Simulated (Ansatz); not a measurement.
# One shape, several levels: doublet BSiNH4S+

Aim: a comparison of 6 runs (UHF/STO-3G, U-r2SCAN/cc-pVDZ, U-wB97M-V/cc-pVDZ, U-wB97X/cc-pVDZ, UPBE/cc-pVDZ, UMP2/cc-pVDZ) of doublet BSiNH4S+. 

The results are computed with Ansatz 0.2.0.

97 further runs of the same task are left out: 97 set aside as unsound or not needed.

**1. The molecule**

BSiNH4S+: 8 atoms, total charge +1, spin state doublet. As SMILES of the parent species, `S[SiH]1BN1`. The shape is that of a PBE0-D4/def2-TZVP optimisation. This is one conformer, not always the lowest. That shape belongs to the parent species and isn't relaxed for this state.

Bond lengths: S1–Si2 2.130 Å, Si2–B3 1.919 Å, Si2–N4 1.750 Å, B3–N4 1.383 Å, S1–H5 1.344 Å, Si2–H6 1.482 Å, B3–H7 1.188 Å, N4–H8 1.010 Å. Some angles: S1–Si2–B3 124.2°, S1–Si2–N4 118.5°, B3–Si2–N4 44.0°, Si2–B3–N4 61.5°, Si2–N4–B3 74.5°, S1–Si2–H6 108.2°, B3–Si2–H6 127.6°, N4–Si2–H6 114.3°, Si2–S1–H5 95.1°, Si2–B3–H7 162.4°.

**2. A single-point energy at UHF/STO-3G (run 1)**

The input, input.yaml:

```yaml
basis:
  gaussian: {orbitals: STO-3G}
crystal:
  periodic: [false, false, false]
  atoms:
    - {symbol: S, position_ang: [-2.198700, -0.554700, -0.360400]}
    - {symbol: Si, position_ang: [-0.326600, -0.039100, 0.515400]}
    - {symbol: B, position_ang: [1.350500, -0.825500, 0.014200]}
    - {symbol: N, position_ang: [0.999600, 0.392100, -0.541100]}
    - {symbol: H, position_ang: [-2.816800, 0.582000, 0.001900]}
    - {symbol: H, position_ang: [-0.578800, 0.932200, 1.605800]}
    - {symbol: H, position_ang: [2.264800, -1.577600, -0.080200]}
    - {symbol: H, position_ang: [1.398200, 1.033600, -1.211500]}
total_charge: 1
magnetization: {spin_polarized: true, initial_magnetization: 1}
hamiltonian: {xc: hf}
accuracy: high
output: {orbitals: {seedname: orbitals}}
```

The run is started by

```bash
$ ansatz run input.yaml --threads 1 --pin off --max-ram 2610MiB --events-out events.jsonl --progress --plain --runs-dir runs
```

Output:

```text
Warning: RAYON_NUM_THREADS=1 ignored (pool sized by the plan → 1); use --threads N
Functional definition: HF
  name "HF"
  exchange = exact_x
  correlation = 0
642 factors; integrals over basis functions are off by at most 2.7e-8 eV
mean field evaluation 1: about -20649.5461 eV, gradient 2.1e1 eV
mean field evaluation 2: about -20649.5960 eV, gradient 2.1e1 eV
mean field evaluation 4: about -20652.9195 eV, gradient 1.9e0 eV
mean field evaluation 8: about -20653.0126 eV, gradient 8.7e-1 eV
mean field evaluation 16: about -20653.7625 eV, gradient 2.8e-2 eV
mean field evaluation 32: about -20652.7260 eV, gradient 3.3e-2 eV
mean field evaluation 64: about -20652.7244 eV, gradient 5.0e-2 eV
mean field -20653.76248299 eV, -759.0117716269 hartree, gradient 2.2e-8 eV, S^2 0.760555; 2 other end points of the search recorded, 0 dependent functions left out
reference -20653.76248299 eV, -759.0117716269 hartree; 23, 22 occupied and 9, 10 virtual orbitals, 642 factors
Total energy: -20653.76248299 eV, -759.0117716269 hartree
```

Wall time 0.87 s (1 thread of Arm Neoverse V1, shared host); peak memory 0.091 GiB.

**3. A single-point energy at U-r2SCAN/cc-pVDZ (run 2)**

The input, in.yaml:

```yaml
crystal:
  periodic: [false, false, false]
  atoms:
    - {symbol: S, position_ang: [-2.198700, -0.554700, -0.360400]}
    - {symbol: Si, position_ang: [-0.326600, -0.039100, 0.515400]}
    - {symbol: B, position_ang: [1.350500, -0.825500, 0.014200]}
    - {symbol: N, position_ang: [0.999600, 0.392100, -0.541100]}
    - {symbol: H, position_ang: [-2.816800, 0.582000, 0.001900]}
    - {symbol: H, position_ang: [-0.578800, 0.932200, 1.605800]}
    - {symbol: H, position_ang: [2.264800, -1.577600, -0.080200]}
    - {symbol: H, position_ang: [1.398200, 1.033600, -1.211500]}
basis:
  gaussian: {orbitals: cc-pVDZ}
accuracy: high
hamiltonian: {xc: {name: r2SCAN}}
output: {orbitals: {seedname: orbitals}}
magnetization: {spin_polarized: true, initial_magnetization: 1}
total_charge: 1
```

The run is started by

```bash
$ ansatz run in.yaml --threads 1 --pin off --max-ram 2610MiB --events-out events.jsonl --progress --plain --runs-dir runs
```

Output:

```text
Warning: RAYON_NUM_THREADS=1 ignored (pool sized by the plan → 1); use --threads N
Functional definition: r2SCAN
  name "r2SCAN"
  parameter k0 = 0.174
  parameter k1 = 0.065
  parameter a1 = 4.9479
  exchange = r2scan_x(k0 = k0, k1 = k1, a1 = a1)
  correlation = r2scan_c
1930 factors; integrals over basis functions are off by at most 3.9e-9 eV
mean field evaluation 1: about -20917.9197 eV, gradient 5.6e1 eV
mean field evaluation 2: about -20753.2243 eV, gradient 1.3e2 eV
mean field evaluation 4: about -20928.1828 eV, gradient 2.6e1 eV
mean field evaluation 8: about -20933.4931 eV, gradient 6.9e-1 eV
mean field evaluation 16: about -20933.4890 eV, gradient 8.1e-4 eV
mean field evaluation 32: about -20933.4890 eV, gradient 3.6e-8 eV
mean field -20933.48899895 eV, -769.2915314829 hartree, gradient 3.6e-8 eV, S^2 0.756792; 2 other end points of the search recorded, 0 dependent functions left out
reference -20933.48900123 eV, -769.2915315667 hartree; 23, 22 occupied and 61, 62 virtual orbitals, 1930 factors
Total energy: -20933.48900123 eV, -769.2915315667 hartree
```

Run time: 33 s. Hardware: 1 thread of Arm Neoverse V1, shared host; peak memory 0.42 GiB.

Runs 3 to 5 aren't shown in full; the table further down has their settings and results.

**4. A single-point energy at UMP2/cc-pVDZ (run 6)**

The input, in.yaml:

```yaml
crystal:
  periodic: [false, false, false]
  atoms:
    - symbol: S
      position_ang: [-2.198700, -0.554700, -0.360400]
    - symbol: Si
      position_ang: [-0.326600, -0.039100, 0.515400]
    - symbol: B
      position_ang: [1.350500, -0.825500, 0.014200]
    - symbol: N
      position_ang: [0.999600, 0.392100, -0.541100]
    - symbol: H
      position_ang: [-2.816800, 0.582000, 0.001900]
    - symbol: H
      position_ang: [-0.578800, 0.932200, 1.605800]
    - symbol: H
      position_ang: [2.264800, -1.577600, -0.080200]
    - symbol: H
      position_ang: [1.398200, 1.033600, -1.211500]
basis:
  gaussian: {orbitals: cc-pVDZ}
correlation: {method: mp2, frozen_orbitals: {B: 1, H: 0, "N": 1, S: 5, Si: 5}}
accuracy: high
magnetization: {spin_polarized: true, initial_magnetization: 1}
total_charge: 1
```

The run is started by

```bash
$ ansatz run in.yaml --threads 1 --pin off --max-ram 2610MiB --events-out events.jsonl --progress --plain --runs-dir runs
```

Output:

```text
Warning: RAYON_NUM_THREADS=1 ignored (pool sized by the plan → 1); use --threads N
[... 4 set-up lines as earlier in the session ...]
1930 factors; integrals over basis functions are off by at most 3.9e-9 eV
mean field evaluation 1: about -20883.4901 eV, gradient 3.2e1 eV
mean field evaluation 2: about -20883.5887 eV, gradient 3.2e1 eV
mean field evaluation 4: about -20888.5018 eV, gradient 3.1e0 eV
mean field evaluation 8: about -20888.6493 eV, gradient 3.2e-1 eV
mean field evaluation 16: about -20888.6584 eV, gradient 2.6e-6 eV
mean field evaluation 32: about -20888.3668 eV, gradient 3.2e-3 eV
mean field evaluation 64: about -20888.6544 eV, gradient 4.9e-1 eV
mean field -20888.65843554 eV, -767.6440386648 hartree, gradient 5.5e-8 eV, S^2 0.760457; 3 other end points of the search recorded, 0 dependent functions left out
12 core orbitals not correlated: weight in the atoms' cores, before any rotation towards them, 1.000 or more for the frozen orbitals, at most 0.000 for the correlated occupied ones
reference -20888.65843554 eV, -767.6440386648 hartree; 11, 10 occupied and 61, 62 virtual orbitals, 1930 factors
second order -12.30995540 eV of doubles, -0.00000000 eV of singles
Total energy: -20900.96839094 eV, -768.0964211819 hartree
```

Run time: 9.3 s. Hardware: 1 thread of Arm Neoverse V1, shared host; peak memory 0.32 GiB.

**5. Overview of the runs**

```csv
run,level,frozen core orbitals,energy (Eh),HOMO energy (eV),LUMO energy (eV),⟨S²⟩,wall time
1,UHF/STO-3G,–,-759.011772,-13.36,-4.35,0.761,0.87 s
2,U-r2SCAN/cc-pVDZ,–,-769.291532,-12.64,-11.73,0.757,33 s
3,U-wB97M-V/cc-pVDZ,–,-769.305100,-15.22,-9.38,0.759,3.8 min
4,U-wB97X/cc-pVDZ,–,-769.350138,-15.29,-9.18,0.762,1.8 min
5,UPBE/cc-pVDZ,–,-768.964890,-12.49,-11.74,0.753,14 s
6,UMP2/cc-pVDZ,12,-768.096421,–,–,0.760,9.3 s
```

**6. Outcome**

| quantity | value |
| --- | --- |
| run 6: total energy | -768.09642 Eh |
| run 6: correlation energy (12 core orbitals frozen) | -452.4 mEh |
| run 6: ⟨S²⟩ of the reference determinant | 0.760 |

Totals of different functionals can't be ranked against each other. In run 1 the basis is minimal, so the values are rough. All runs together took 6.5 min, the longest 3.8 min.
